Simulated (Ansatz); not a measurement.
# MoO3− (doublet): energies up the ladder

The task, for MoO3− (doublet): energies up the ladder. Charge -1. Spin multiplicity 2.

Program: Ansatz 0.2.0. Level of theory: the levels named in each step. These are calculated values, not measurements.

### Step 1. The starting structure

Bond lengths: O1–Mo2 1.657 Å, Mo2–O3 1.657 Å, Mo2–O4 1.657 Å. Angles: O1–Mo2–O3 111.8°, O1–Mo2–O4 111.8°, O3–Mo2–O4 111.8°.

Coordinates:

```xyz
4

O    -0.5270    1.4988   -0.3011
Mo    0.0003   -0.0024    0.1620
O    -1.0314   -1.1982   -0.3396
O     1.5567   -0.2865   -0.3307
```

### Step 2. A rough first relaxation, PBE-D4/def2-SVPD

Input file input.yaml:

```yaml
crystal:
  periodic: [false, false, false]
  atoms:
    - { symbol: O, position_ang: [-0.52696, 1.49883, -0.30114] }
    - { symbol: Mo, position_ang: [0.00027, -0.00239, 0.16201] }
    - { symbol: O, position_ang: [-1.03143, -1.1982, -0.33962] }
    - { symbol: O, position_ang: [1.55674, -0.28646, -0.33072] }
magnetization:
  spin_polarized: true
  initial_magnetization: 1
total_charge: -1
basis:
  gaussian: { orbitals: def2-SVPD }
hamiltonian:
  xc: pbe
  dispersion: d4
relax:
  f_tol: 0.03
  max_steps: 200
```

Command:

```console
ansatz run input.yaml --threads 4 --pin off --max-ram 10240MiB --backend cpu --events-out ev --progress --plain --runs-dir out
```

After this run come: Relaxation, PBE0-D4/def2-TZVPPD; Frequencies, PBE0-D4/def2-TZVPPD; Single point, PBE-D4/def2-TZVPPD; Single point, r2SCAN-D4/def2-TZVPPD; Single point, B3LYP-D4/def2-TZVPPD; Single point, wB97M-V/def2-TZVPPD; Single point, B2PLYP/def2-TZVPPD; Single point, LDA/def2-TZVPPD; Single point, PBE0-D4/def2-SVPD; Single point, PBE-D4/def2-SVPD.

**Question.** What will these runs give? Wanted: O1–Mo2 at PBE0-D4/def2-TZVPPD; Mo2–O3 at PBE0-D4/def2-TZVPPD; Mo2–O4 at PBE0-D4/def2-TZVPPD; frequencies at PBE0-D4/def2-TZVPPD; energy at PBE-D4/def2-SVPD.

The runs gave:

| quantity | value |
| --- | --- |
| O1–Mo2 at PBE0-D4/def2-TZVPPD | 1.728 Å |
| Mo2–O3 at PBE0-D4/def2-TZVPPD | 1.728 Å |
| Mo2–O4 at PBE0-D4/def2-TZVPPD | 1.728 Å |
| frequencies at PBE0-D4/def2-TZVPPD | 171 to 958 cm⁻¹ |
| energy at PBE-D4/def2-SVPD | -7992.582 eV |

In words: No mode is imaginary, so the geometry is a minimum. These totals serve in differences with atoms or fragments at the same level; alone they don't rank the methods. Heavy atoms carry effective core potentials in def2 sets, and spin-orbit coupling is left out.
